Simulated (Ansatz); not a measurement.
**AsH₂+ (triplet): from Hartree-Fock to the top rungs at distance As1–H2 = 5.104 Å, cc-pVDZ**

How much of the correlation energy of AsH₂+ (triplet) does each wave-function method recover here?

Method: cc-pVDZ, core rule «outside noble gas», up to 14 orbitals frozen; program: Ansatz 0.2.0, Gaussian basis.

Plan: UHF; CCSD(T) on ROHF; CCSD(T) on UHF; BCCD(T) on ROHF; CISD; CCSDT(Q) on ROHF; CCSDT(Q) on UHF; CASSCF and MRCISD+Q, 4 electrons in 4 orbitals; CASSCF and NEVPT2, 4 electrons in 4 orbitals; CASSCF and MRCISD+Q, 6 electrons in 6 orbitals; CASSCF and NEVPT2, 6 electrons in 6 orbitals; Full CI.

14 further runs of the same task are left out: 12 that didn't finish, 2 set aside as unsound or not needed.

### 1 What is computed

The geometry derives from a PBE0/def2-TZVP stationary point (not a proven minimum). One bond is set to the value named and the two fragments are kept rigid. No spin-orbit coupling is included. The filled d shell of As may be among the frozen orbitals whatever the setting's name suggests; the logs give the count.

3 atoms, charge 1, spin multiplicity 3.

Atoms are counted from 1 here; the program's logs count them from 0.

Bond lengths: As1–H3 1.511 Å.

### 2 UHF

in.yaml reads:

```yaml
crystal:
  periodic: [false, false, false]
  atoms:
    - {symbol: As, position_ang: [0.000000, -0.041797, 0.041231]}
    - {symbol: H, position_ang: [0.000000, 2.419703, -4.429992]}
    - {symbol: H, position_ang: [0.000000, 0.687098, 1.365242]}
basis:
  gaussian: {orbitals: cc-pVDZ}
total_charge: 1
magnetization: {spin_polarized: true, initial_magnetization: 2}
hamiltonian: {xc: hf}
output: {orbitals: {seedname: orbitals}}
```

Run with:

```bash
$ ansatz run in.yaml --threads 1 --pin off --events-out ev --progress --plain --max-ram 2393MiB
```

The runs that follow: CCSD(T) on ROHF; CCSD(T) on UHF; BCCD(T) on ROHF; CISD; CCSDT(Q) on ROHF; CCSDT(Q) on UHF; CASSCF and MRCISD+Q, 4 electrons in 4 orbitals; CASSCF and NEVPT2, 4 electrons in 4 orbitals; CASSCF and MRCISD+Q, 6 electrons in 6 orbitals; CASSCF and NEVPT2, 6 electrons in 6 orbitals; Full CI.

Before running them: what should the planned runs give, taken together? Wanted: FCI below the RHF energy; RMP2 from FCI; UMP2 from FCI; RCCSD from FCI; RCCSD(T) from FCI; UCCSD(T) from FCI; RCCSDT(Q) from FCI; UCCSDT(Q) from FCI; MRCISD+Q pair from FCI.

As calculated:

```
                         quantity                                                                                               value
         FCI below the RHF energy                                                                                          -2.5050 eV
                    RMP2 from FCI                                                                                        +63.0 kJ/mol
                    UMP2 from FCI                                                                                        +63.1 kJ/mol
                   RCCSD from FCI                                                                                         +5.0 kJ/mol
                RCCSD(T) from FCI                                                                                         +1.2 kJ/mol
                UCCSD(T) from FCI                                                                                         +0.8 kJ/mol
               RCCSDT(Q) from FCI                                                                                          0.0 kJ/mol
               UCCSDT(Q) from FCI                                                                                         -0.3 kJ/mol
           MRCISD+Q pair from FCI                                                                                         -3.8 kJ/mol
          NEVPT2 valence from FCI                                                                                        +40.2 kJ/mol
        MRCISD+Q valence from FCI                                                                                         -0.6 kJ/mol
levels within 1 kcal/mol (43 meV)  RCCSD(T), UCCSD(T), BCCD(T), RCCSDT, UCCSDT, RCCSDT(Q), UCCSDT(Q), MRCISD+Q pair, MRCISD+Q valence
                    T1 diagnostic                                                                                               0.017
   effectively unpaired electrons                                                                                                2.04
```

**Reading.** RCCSD(T) lands +1.2 kJ/mol from the yardstick (0.5 % of the correlation energy). UCCSDT, UCCSDT(Q), MRCISD+Q pair, MRCISD+Q valence fall below full CI: unrestricted runs freeze a spin-polarised core, another one than full CI's, and coupled cluster isn't variational. One determinant dominates. Of the multireference levels listed MRCISD+Q valence comes nearest in total energy (-0.6 kJ/mol), which doesn't show that its space is the better one. These misses are within one basis, not against nature; the frozen cores of restricted and unrestricted runs differ, which can shift their rows.
